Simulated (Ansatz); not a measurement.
# Ir: the cost of one run

Computed with Ansatz 0.2.0 (DFT PBE, scalar-relativistic, plane waves, PAW, unless a step's input says otherwise).

## 1. Starting point

The structure is tetragonal, space group P4/mmm (No. 123). The conventional cell has a = 2.034 Å, b = 2.034 Å, c = 14.000 Å, α = 90.00°, β = 90.00°, γ = 90.00°. Ir (site symmetry 4/mmm) has 4 Ir at 2.03 Å as nearest neighbours.

Structure file:

```cif
data_structure
_symmetry_space_group_name_H-M 'P 1'
_symmetry_Int_Tables_number 1
_cell_length_a 2.0338
_cell_length_b 2.0338
_cell_length_c 14.0000
_cell_angle_alpha 90.000
_cell_angle_beta 90.000
_cell_angle_gamma 90.000
_cell_volume 57.91
loop_
_atom_site_label
_atom_site_type_symbol
_atom_site_fract_x
_atom_site_fract_y
_atom_site_fract_z
_atom_site_occupancy
Ir1 Ir 0.00000 0.00000 0.50000 1
```

A structure generator made this guess: random sheet by layer group and Wyckoff sites. Lengths come from tabulated atomic sizes and are only a guess.

It is a sheet, periodic along a and b, with vacuum along c; volumes and pressures of the box carry no meaning, and space groups named for it are those of the box.

## 2. The guess as it stands, on a coarse mesh

Contents of input.yaml:

```yaml
crystal:
  lattice:
    - [2.033847, 0.0, 0.0]
    - [0.0, 2.033847, 0.0]
    - [0.0, 0.0, 14.0]
  atoms:
    - { symbol: Ir, position: [0.0, 0.0, 0.5] }
  periodic: [true, true, false]
basis:
  ecutwfc: 420
kpoints:
  mp_grid: { grid: [8, 8, 1] }
hamiltonian:
  xc: pbe
scf:
  occupations: { method: gaussian, width: 0.1 }
  lower_state_search: "off"
output:
  forces: true
  stress: true
  eigenvalues: true
```

Command:

```
$ ansatz run input.yaml --threads 1 --pin off --max-ram 2048MiB --backend cpu --events-out ev --progress --plain --runs-dir out
```

Q: Estimate wall time and peak memory on 1 thread of Arm Neoverse V1, shared host.

About 2 s, with a peak of 0.3 GiB.
